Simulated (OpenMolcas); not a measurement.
**W⁴⁺ among point charges: CASSCF and CASPT2 levels and susceptibility**

Aim: the splitting of the states of W⁴⁺ in the field of 3 point charges, its lowest levels with spin-orbit coupling and its magnetic susceptibility.

Program: OpenMolcas 26.06. Level of theory: state-averaged CASSCF and CASPT2, spin-orbit coupling by RASSI with atomic mean-field integrals. These are calculated values, not measurements, unless marked.

## (1) Starting point

| Item | Value |
| --- | --- |
| Species | W⁴⁺ (tungsten, Z = 74, 70 electrons) |
| Basis | ANO-RCC-VDZP [7s6p4d2f1g], 68 functions |
| Scalar Hamiltonian | DKH2, point nucleus |
| Inactive shells | 1s 2s 2p 3s 3p 3d 4s 4p 4d 4f 5s 5p |
| Active space | 2 electrons in 5 orbitals (5d) |
| Some configurations of this space | 5d2 |
| Orbitals | optimised for each spin and parity, averaged over all roots |

The outer shells:

5d2
```
5d [↑ ][↑ ][  ][  ][  ]
```

The ion sits among 3 point charges of -2.5 e arranged as a planar triangle (D3h), 2.03 Å from the ion.

Each step is its own input file, run in one work folder so that later steps find the files of earlier ones. Labels, J, g values, rates, χT and fits are worked out afterwards by a script from the matrices that RASSI stores.

## (2) Basis and integrals

The input, a.inp:

```
&GATEWAY
Coord
1

W 0.0 0.0 0.0
Basis=ANO-RCC-VDZP
Group=NoSym
NoMove
AngMom=0.0 0.0 0.0
AMFI
XField
3 Angstrom 0
2.030000 0.000000 0.000000 -2.500000
-1.015000 1.758032 0.000000 -2.500000
-1.015000 -1.758032 0.000000 -2.500000
&SEWARD
```

## (3) Reference wave functions, triplets, 10 roots

The input, a.inp:

```
&RASSCF
FileOrb=start.orb
Symmetry=1
Spin=3
nActEl=2 0 0
Inactive=34
Ras2=5
CIRoot=10 10 1
SDav=10
CIMx=300
Iter=120 100
PrWF=0.3
OrbListing=Nothing
MaxOrb=0
>>> COPY $Project.JobIph JOB001
```

start.orb holds the contracted functions of the basis, ordered by shell, or the orbitals of the step before.

## (4) Reference wave functions, singlets, 15 roots

The input, a.inp:

```
&RASSCF
FileOrb=start.orb
Symmetry=1
Spin=1
nActEl=2 0 0
Inactive=34
Ras2=5
CIRoot=15 15 1
SDav=15
CIMx=300
Iter=120 100
PrWF=0.3
OrbListing=Nothing
MaxOrb=0
>>> COPY $Project.JobIph JOB002
```

## (5) State interaction with spin-orbit coupling

The input, a.inp:

```
&RASSI
NrOfJobIphs=2 10 15
1 2 3 4 5 6 7 8 9 10
1 2 3 4 5 6 7 8 9 10 11 12 13 14 15
IphNames
JOB001
JOB002
EJob
SpinOrbit
DIPRint=1.0
SOCoupling=1000.0
Subsets=2
Property=9
'ANGMOM' 1 'ANGMOM' 2 'ANGMOM' 3 'MLTPL  1' 1 'MLTPL  1' 2 'MLTPL  1' 3
'AMFI' 1 'AMFI' 2 'AMFI' 3
SOProperty=3
'ANGMOM' 1 'ANGMOM' 2 'ANGMOM' 3
```

## (6) CASPT2: IPEA 0.25, imaginary shift 0.1 (closed shells correlated: 4f 5s 5p)

The input, a.inp:

```
>>> COPY JOB001 $Project.JobIph
&CASPT2
Multistate=10 1 2 3 4 5 6 7 8 9 10
NoMult
Frozen=23
IPEA=0.25
Imaginary=0.1
MaxIter=60
WThr=0.0 0.3 0.05
PrWF=0.5
NoMix
>>> COPY JOB002 $Project.JobIph
&CASPT2
Multistate=15 1 2 3 4 5 6 7 8 9 10 11 12 13 14 15
NoMult
Frozen=23
IPEA=0.25
Imaginary=0.1
MaxIter=60
WThr=0.0 0.3 0.05
PrWF=0.5
NoMix
```

(Steps that only read results are left out.)

What does the calculation give? Wanted: spin-free ground state; first state of the same spin within the active space; lowest level; next level.

The runs gave:

```
                                            quantity                                                                           value
                                              method  SS-CASPT2, IPEA 0.25, imaginary shift 0.1 (closed shells correlated: 4f 5s 5p)
                              spin-free ground state                                                  3E, 2-fold in its orbital part
first state of the same spin within the active space                                                                3A2 at 6870 cm⁻¹
                                        lowest level                                                                       1-fold A1
                                          next level                                                                     3754.5 cm⁻¹
                                         χT at 300 K                                                                  0.03 cm³ K/mol
                           effective moment at 300 K                                                                         0.51 μB
```

Cost by method:

```
                                                 method  time of its own steps  time with the reference
                                              A. CASSCF                  8.5 s                    8.5 s
B. SS-CASPT2, IPEA 0.25, imaginary shift 0.1, +4f 5s 5p                   10 s                     19 s
```

Times are of one thread on a shared host.

The spin-free ground state (3E) comes to 58 % from free-ion F terms and keeps the highest spin of the shell. χT at 300 K is 0.03, against 1.00 cm³ K/mol for the spin alone, so spin-orbit coupling lowers it. CASPT2 does not keep the components of a term degenerate, and the means are used. The field of point charges can differ much from that of real complexes. This is an electrostatic model: the charges have no orbitals.
